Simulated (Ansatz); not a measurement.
# GaH5N2OSSi: a ladder of functionals and wavefunction methods

How much do the methods differ for GaH5N2OSSi? The plan is to run it at one geometry with functionals of several rungs and with coupled cluster. The yardstick is the atomisation energy at the CCSD(T) limit.

The runs use Ansatz 0.2.0, Gaussian basis; functionals in def2-TZVPP, the program's frozen cores in correlated methods.

The runs, in order: LDA (SPW92), PBE-D4, revPBE-D4, BLYP-D4, r2SCAN-D4, B97M-V, PBE0-D4, B3LYP-D4, r2SCANh-D4, r2SCAN0-D4, HSE06-D4, BHLYP-D4, CAM-B3LYP-D4, LC-ωPBE, ωB97X-V, ωB97M-V, B2PLYP, PBE-QIDH; CCSD(T)/def2-SVP; CCSD(T)/def2-TZVPP; MP2/def2-QZVPP; extrapolation to the limit; RPA on PBE.

## Step 1: Structure used throughout

The geometry comes from an earlier relaxation with PBE0-D4 in a triple-zeta def2 set; it is a stationary point, not always the lowest conformer.

SMILES `N[Si]1(O)[NH][GaH][S]1`, 11 atoms, charge 0, spin multiplicity 1.

Atoms are counted from 1 here; the program's logs count them from 0.

Bond lengths: N1–Si2 1.706 Å, N1–H7 1.007 Å, N1–H8 1.007 Å, Si2–O3 1.642 Å, Si2–N4 1.717 Å, Si2–S6 2.160 Å, O3–H9 0.959 Å, N4–Ga5 1.838 Å, N4–H10 1.006 Å, Ga5–S6 2.215 Å, Ga5–H11 1.542 Å. Angles: Si2–N1–H7 120.7°, Si2–N1–H8 120.1°, H7–N1–H8 111.9°, N1–Si2–O3 106.0°, N1–Si2–N4 122.1°, N1–Si2–S6 108.0°, O3–Si2–N4 108.3°, O3–Si2–S6 117.2°, N4–Si2–S6 95.8°, Si2–O3–H9 115.1°, Si2–N4–Ga5 97.9°, Si2–N4–H10 128.3°, Ga5–N4–H10 132.8°, N4–Ga5–S6 90.5°, N4–Ga5–H11 134.6°, S6–Ga5–H11 134.9°, Si2–S6–Ga5 75.6°.

## Step 2: LDA

This LDA is Slater exchange with PW92 correlation.

in.yaml

```yaml
crystal:
  periodic: [false, false, false]
  atoms:
    - {symbol: N, position_ang: [-0.319240, -1.661436, 0.845629]}
    - {symbol: Si, position_ang: [0.125454, -0.069484, 0.421883]}
    - {symbol: O, position_ang: [1.365005, 0.334742, 1.419847]}
    - {symbol: N, position_ang: [0.561176, 0.360037, -1.181899]}
    - {symbol: Ga, position_ang: [-0.775378, 1.584077, -1.488888]}
    - {symbol: S, position_ang: [-1.647628, 1.161293, 0.502902]}
    - {symbol: H, position_ang: [0.380797, -2.373967, 0.976085]}
    - {symbol: H, position_ang: [-1.190230, -2.046142, 0.519388]}
    - {symbol: H, position_ang: [1.248777, 0.080704, 2.337273]}
    - {symbol: H, position_ang: [1.399139, 0.123015, -1.685052]}
    - {symbol: H, position_ang: [-1.147872, 2.507159, -2.667178]}
basis:
  gaussian: {orbitals: def2-TZVPP}
hamiltonian: {xc: lda}
output: {orbitals: {seedname: orbitals}}
```

Launch:

```console
$ ansatz run in.yaml --threads 2 --pin off --events-out ev --progress --plain --max-ram 32768MiB --backend cuda --devices 0, --max-vram 18GiB
```

After this run come: PBE-D4 (GGA); revPBE-D4 (GGA); BLYP-D4 (GGA); r2SCAN-D4 (meta-GGA); B97M-V (meta-GGA); PBE0-D4 (hybrid); B3LYP-D4 (hybrid); r2SCANh-D4 (hybrid); r2SCAN0-D4 (hybrid); HSE06-D4 (hybrid); BHLYP-D4 (hybrid); CAM-B3LYP-D4 (range-separated); LC-ωPBE (range-separated); ωB97X-V (range-separated); ωB97M-V (range-separated); B2PLYP (double hybrid); PBE-QIDH (double hybrid); CCSD(T) in def2-SVP; CCSD(T) in def2-TZVPP; MP2 in def2-QZVPP; RPA on PBE orbitals.

Q: Predict the results of all the runs planned. Wanted: atomisation energy, CCSD(T)/CBS; farthest beyond LDA; mean size of error, GGA; mean size of error, meta-GGA; mean size of error, hybrid; mean size of error, range-separated; mean size of error, double hybrid; gap, smallest and largest; T1 diagnostic.

**Answer**, as computed:

| quantity | value |
| --- | --- |
| atomisation energy, CCSD(T)/CBS | 41.120 eV |
| functionals within 0.411 eV (1.0 %) | r2SCAN-D4, B97M-V, HSE06-D4, CAM-B3LYP-D4, LC-ωPBE, ωB97X-V, ωB97M-V |
| farthest beyond LDA | BHLYP-D4 (-1.827 eV) |
| mean size of error, GGA | 0.558 eV |
| mean size of error, meta-GGA | 0.107 eV |
| mean size of error, hybrid | 0.783 eV |
| mean size of error, range-separated | 0.174 eV |
| mean size of error, double hybrid | 0.727 eV |
| gap, smallest and largest | 3.98 eV (LDA (SPW92)), 10.76 eV (LC-ωPBE) |
| T1 diagnostic | 0.0132 |
| triples share of the correlation energy | 4.2 % |

What this shows: The LDA atomisation energy is off by 6.255 eV (15 %): it overbinds. PBE-D4 misses by +0.480 eV. Double hybrids carry the basis error of their MP2 part in triple zeta, and no dispersion term here, so their miss is partly the set-up's. The rungs meta-GGA, range-separated miss on average by less than the doubt on the reference (0.411 eV), so they tie. The reference freezes the cores and leaves out relativity and excitations past (T), and its outer-core shells are covered unevenly, so misses under about 0.411 eV can't be ranked. Hartree-Fock recovers 67 % of the binding; the rest is correlation. CCSD(T) in def2-SVP is off by -4.165 eV, which most functionals beat. Orbital gaps span 4.0 to 10.8 eV; exact exchange widens them. Correlated methods include outer-core shells of Ga, which these sets cover unevenly.
